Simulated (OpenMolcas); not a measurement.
# Hf²⁺ among point charges: CASSCF levels and susceptibility

Aim: the splitting of the states of Hf²⁺ in the field of 6 point charges, its lowest levels with spin-orbit coupling and its magnetic susceptibility.

Method: state-averaged CASSCF, spin-orbit coupling by RASSI with atomic mean-field integrals. Code: OpenMolcas 26.06.

1 further run of the same task is left out (it didn't finish).

### Step 1. What is computed

```
Species                           : Hf²⁺ (hafnium, Z = 72, 70 electrons)
Basis                             : ANO-RCC-VDZP [7s6p4d2f1g], 68 functions
Scalar Hamiltonian                : DKH2, point nucleus
Inactive shells                   : 1s 2s 2p 3s 3p 3d 4s 4p 4d 4f 5s 5p
Active space                      : 2 electrons in 5 orbitals (5d)
Some configurations of this space : 5d²
Orbitals                          : optimised for each spin and parity, averaged over all roots
```

Outer shells as boxes (Hund's rule):

5d2
```
5d [↑ ][↑ ][  ][  ][  ]
```

The ion sits among 6 point charges of -1.7 e arranged as a tetragonal octahedron (D4h), 1.97 Å from the ion, with the axial distance 1.950 Å. The active orbitals were held to one l.

Each step is its own input file, run in one work folder so that later steps find the files of earlier ones. Labels, J, g values, rates, χT and fits are worked out afterwards by a script from the matrices that RASSI stores. The input lists half of the charges; inversion (Group=XYZ) makes the rest.

### Step 2. One- and two-electron integrals

a.inp

```
&GATEWAY
Coord
1

Hf 0.0 0.0 0.0
Basis=ANO-RCC-VDZP
Group=XYZ
NoMove
AngMom=0.0 0.0 0.0
AMFI
XField
3 Angstrom 0
1.970000 0.000000 0.000000 -1.700000
0.000000 1.970000 0.000000 -1.700000
0.000000 0.000000 1.950300 -1.700000
&SEWARD
```

On the command line:

```bash
$ OMP_NUM_THREADS=1 MOLCAS_MEM=1689 MOLCAS_PROJECT=a pymolcas a.inp > a.log
```

Standard output:

```text
Basis set label: HF.ANO-RCC...7S6P4D2F1G.

      Electronic valence basis set:
      ------------------
      Associated Effective Charge  72.000000 au
      Associated Actual Charge     72.000000 au
      Nuclear Model: Point charge

      Shell  nPrim  nBasis  Cartesian Spherical Contaminant
         s      24       7        X
         p      21       6        X
         d      15       4                 X
         f      11       2                 X
         g       4       1                 X
                  Relativistic Douglas-Kroll-Hess integrals:
                    - DKH order of Hamiltonian: 2
                    - DKH order of Properties : 0
                  Atomic mean-field integrals
```

### Step 3. Reference wave functions, triplets of even parity, 10 roots

a.inp

```
&RASSCF
FileOrb=start.orb
Symmetry=1
Spin=3
nActEl=2 0 0
Inactive=15 19
Ras2=5 0
CIRoot=10 10 1
SDav=10
CIMx=300
Iter=120 100
PrWF=0.3
OrbListing=Nothing
MaxOrb=0
SupSym
1
20 4 5 6 7 8 10 11 12 13 14 16 17 18 19 20 23 24 25 26 27
0
>>> COPY $Project.JobIph JOB001
```

start.orb holds the contracted functions of the basis, ordered by shell, or the orbitals of the step before.

Standard output, cut to the lines that bear on the results:

```text
[...]
      Number of active orbitals                  5
[...]
      Spin quantum number                      1.0
[...]
      Active orbitals                            5   0
[...]
      Number of CSFs                            10
      Number of root(s) required                10
[...]
      Convergence after  8 iterations
[...]
      Natural orbitals and occupation numbers for root  1
      sym 1:   0.995541   0.995541   0.004459   0.004459  -0.000000
      Natural orbitals and occupation numbers for root  2
      sym 1:   0.004459   0.995541  -0.000000   0.995541   0.004459
      Natural orbitals and occupation numbers for root  3
      sym 1:   0.004809   0.995191  -0.000000   0.995191   0.004809
::    RASSCF root number  1 Total energy: -15069.05861971
::    RASSCF root number  2 Total energy: -15069.05861971
::    RASSCF root number  3 Total energy: -15069.05690188
[...]
::    RASSCF root number  7 Total energy: -15068.86600617
::    RASSCF root number  8 Total energy: -15068.86023446
::    RASSCF root number  9 Total energy: -15068.86023446
::    RASSCF root number 10 Total energy: -15068.70847563
```

### Step 4. Reference wave functions, singlets of even parity, 15 roots

a.inp

```
&RASSCF
FileOrb=start.orb
Symmetry=1
Spin=1
nActEl=2 0 0
Inactive=15 19
Ras2=5 0
CIRoot=15 15 1
SDav=15
CIMx=300
Iter=120 100
PrWF=0.3
OrbListing=Nothing
MaxOrb=0
SupSym
1
20 4 5 6 7 8 10 11 12 13 14 16 17 18 19 20 23 24 25 26 27
0
>>> COPY $Project.JobIph JOB002
```

Standard output, cut to the lines that bear on the results:

```text
[...]
      Number of active orbitals                  5
[...]
      Spin quantum number                      0.0
[...]
      Active orbitals                            5   0
[...]
      Number of CSFs                            15
      Number of root(s) required                15
[...]
      Convergence after  8 iterations
[...]
      Natural orbitals and occupation numbers for root  1
      sym 1:   1.402615   0.298219   0.000594   0.000355   0.298219
      Natural orbitals and occupation numbers for root  2
      sym 1:   0.998071   0.998071   0.000000   0.001929   0.001929
      Natural orbitals and occupation numbers for root  3
      sym 1:   0.998071   0.001929   0.001929  -0.000000   0.998071
::    RASSCF root number  1 Total energy: -15069.02867723
::    RASSCF root number  2 Total energy: -15069.02819922
::    RASSCF root number  3 Total energy: -15069.02819922
[...]
::    RASSCF root number 12 Total energy: -15068.84318034
::    RASSCF root number 13 Total energy: -15068.66874425
::    RASSCF root number 14 Total energy: -15068.66810924
::    RASSCF root number 15 Total energy: -15068.62410337
```

### Step 5. RASSI: spin-orbit coupling between the states

a.inp

```
&RASSI
NrOfJobIphs=2 10 15
1 2 3 4 5 6 7 8 9 10
1 2 3 4 5 6 7 8 9 10 11 12 13 14 15
IphNames
JOB001
JOB002
EJob
SpinOrbit
DIPRint=1.0
SOCoupling=1000.0
Subsets=2
Property=9
'ANGMOM' 1 'ANGMOM' 2 'ANGMOM' 3 'MLTPL  1' 1 'MLTPL  1' 2 'MLTPL  1' 3
'AMFI' 1 'AMFI' 2 'AMFI' 3
SOProperty=3
'ANGMOM' 1 'ANGMOM' 2 'ANGMOM' 3
```

Standard output, cut to the lines that bear on the results:

```text
SPIN-FREE ENERGIES:
  (Shifted by EMIN (a.u.) =     -15069.0586197147)
 SF State       Relative EMIN(au)   Rel lowest level(eV)    D:o, cm**(-1)      L_eff
     1             0.0000000000        0.0000000000              0.0000         2.7
     2             0.0000000000        0.0000000000              0.0000         2.7
     3             0.0017178327        0.0467446097            377.0207         2.7
    11             0.0299424892        0.8147766387           6571.6168         3.2
    12             0.0304204928        0.8277837785           6676.5264         3.1
    13             0.0304204928        0.8277837785           6676.5264         3.1
    14             0.0321686847        0.8753545048           7060.2102         3.1
    15             0.0323326452        0.8798160959           7096.1954         3.2
    16             0.0731307742        1.9899897434          16050.3497         2.6
     4             0.1670055237        4.5444518101          36653.4757         2.9
[...]
Eigenvalues of complex Hamiltonian:
   -----------------------------------
  (Shifted by EMIN (a.u.) =     -15069.0586197147)
 SO State       Relative EMIN(au)   Rel lowest level(eV)    D:o, cm**(-1)     J-value
     1            -0.0026310939        0.0000000000              0.0000         1.9
     2            -0.0024928747        0.0037611369             30.3356         2.0
     3            -0.0018074889        0.0224114334            180.7604         2.0
     4            -0.0018074889        0.0224114334            180.7604         2.0
     5            -0.0016266070        0.0273334814            220.4594         2.0
     6             0.0017833370        0.1201227862            968.8556         2.0
     7             0.0028059105        0.1479484276           1193.2845         2.9
     8             0.0028059105        0.1479484276           1193.2845         2.9
     9             0.0042815863        0.1881036112           1517.1579         3.0
    10             0.0299084412        0.8854458593           7141.6025         2.4
    11             0.0302388447        0.8944365953           7214.1177         2.5
[...]
```

These steps took 4.7 s in all on 1 thread of Arm Neoverse V2, shared host.

Spin-free states, with their symmetry labels:

| state | degeneracy | E (cm-1) | free-ion L (%) |
| --- | --- | --- | --- |
| 3E | 2 | 0 | F (85) |
| 3A2 | 1 | 377 | F (85) |
| 1A1 | 1 | 6572 | G (56) |
| 1E | 2 | 6677 | G (53) |
| 1B2 | 1 | 7060 | G (53) |
| 1B1 | 1 | 7096 | G (56) |
| 1A1 | 1 | 16050 | S (51) |
| 3E | 2 | 36653 | F (100) |
| 3B2 | 1 | 37168 | F (100) |
| 3A2 | 1 | 42274 | P (85) |
| 3E | 2 | 43541 | P (84) |
| 1E | 2 | 44540 | D (51) |
| 1B2 | 1 | 45115 | D (53) |
| 1A2 | 1 | 45952 | G (100) |
| 1E | 2 | 47283 | G (98) |
| 3B1 | 1 | 76848 | F (100) |
| 1A1 | 1 | 85568 | D (55) |
| 1B1 | 1 | 85707 | D (56) |
| 1A1 | 1 | 95365 | G (51) |

With spin-orbit coupling:

```json
{"E (cm-1)": "0.0", "Degeneracy": "1", "Label": "B1", "2S+1": "3", "g": ""}
{"E (cm-1)": "30.3", "Degeneracy": "1", "Label": "B2", "2S+1": "3", "g": ""}
{"E (cm-1)": "180.8", "Degeneracy": "2", "Label": "E", "2S+1": "3", "g": "0.00 0.00 0.20"}
{"E (cm-1)": "220.5", "Degeneracy": "1", "Label": "A1", "2S+1": "3", "g": ""}
{"E (cm-1)": "968.9", "Degeneracy": "1", "Label": "A2", "2S+1": "3", "g": ""}
{"E (cm-1)": "1193", "Degeneracy": "2", "Label": "E", "2S+1": "3", "g": "0.00 0.00 1.96"}
{"E (cm-1)": "1517", "Degeneracy": "1", "Label": "A1", "2S+1": "3", "g": ""}
{"E (cm-1)": "7142", "Degeneracy": "1", "Label": "A1", "2S+1": "1", "g": ""}
{"E (cm-1)": "7214", "Degeneracy": "2", "Label": "E", "2S+1": "1", "g": "0.00 0.00 1.71"}
{"E (cm-1)": "7596", "Degeneracy": "1", "Label": "B2", "2S+1": "1", "g": ""}
{"E (cm-1)": "7660", "Degeneracy": "1", "Label": "B1", "2S+1": "1", "g": ""}
{"E (cm-1)": "16610", "Degeneracy": "1", "Label": "A1", "2S+1": "1", "g": ""}
{"E (cm-1)": "36952", "Degeneracy": "1", "Label": "B1", "2S+1": "3", "g": ""}
{"E (cm-1)": "37030", "Degeneracy": "1", "Label": "B2", "2S+1": "3", "g": ""}
{"E (cm-1)": "37188", "Degeneracy": "2", "Label": "E", "2S+1": "3", "g": "0.00 0.00 1.36"}
{"E (cm-1)": "37441", "Degeneracy": "1", "Label": "A2", "2S+1": "3", "g": ""}
{"E (cm-1)": "37456", "Degeneracy": "1", "Label": "A1", "2S+1": "3", "g": ""}
{"E (cm-1)": "37790", "Degeneracy": "2", "Label": "E", "2S+1": "3", "g": "0.00 0.00 3.60"}
{"E (cm-1)": "37822", "Degeneracy": "1", "Label": "B1", "2S+1": "3", "g": ""}
{"E (cm-1)": "42784", "Degeneracy": "2", "Label": "E", "2S+1": "3", "g": "0.00 0.00 3.80"}
{"E (cm-1)": "42793", "Degeneracy": "1", "Label": "A1", "2S+1": "3", "g": ""}
{"E (cm-1)": "43829", "Degeneracy": "1", "Label": "A2", "2S+1": "3", "g": ""}
{"E (cm-1)": "43980", "Degeneracy": "1", "Label": "A1", "2S+1": "3", "g": ""}
{"E (cm-1)": "44052", "Degeneracy": "2", "Label": "E", "2S+1": "3", "g": "0.00 0.00 1.16"}
```

Principal g values are given for doublets only; a zero marks a field direction without first-order Zeeman splitting.

Powder χT (cm³ K/mol): 0.01 at 2 K, 0.02 at 5 K, 0.04 at 10 K, 0.08 at 20 K, 0.14 at 50 K, 0.21 at 100 K, 0.26 at 150 K, 0.31 at 200 K, 0.35 at 250 K, 0.39 at 300 K.

### Step 6. Outcome

| quantity | value |
| --- | --- |
| method | CASSCF |
| spin-free ground state | 3E, 2-fold in its orbital part |
| first state of the same spin within the active space | 3A2 at 377 cm⁻¹ |
| lowest level | 1-fold B1 |
| next level | 30.3 cm⁻¹ |
| χT at 300 K | 0.39 cm³ K/mol |
| effective moment at 300 K | 1.78 μB |

**Reading.** The spin-free ground state (3E) comes to 85 % from free-ion F terms and keeps the highest spin of the shell. χT at 300 K is 0.39, against 1.00 cm³ K/mol for the spin alone, so spin-orbit coupling lowers it. The field of point charges can differ much from that of real complexes. This is an electrostatic model: the charges have no orbitals.
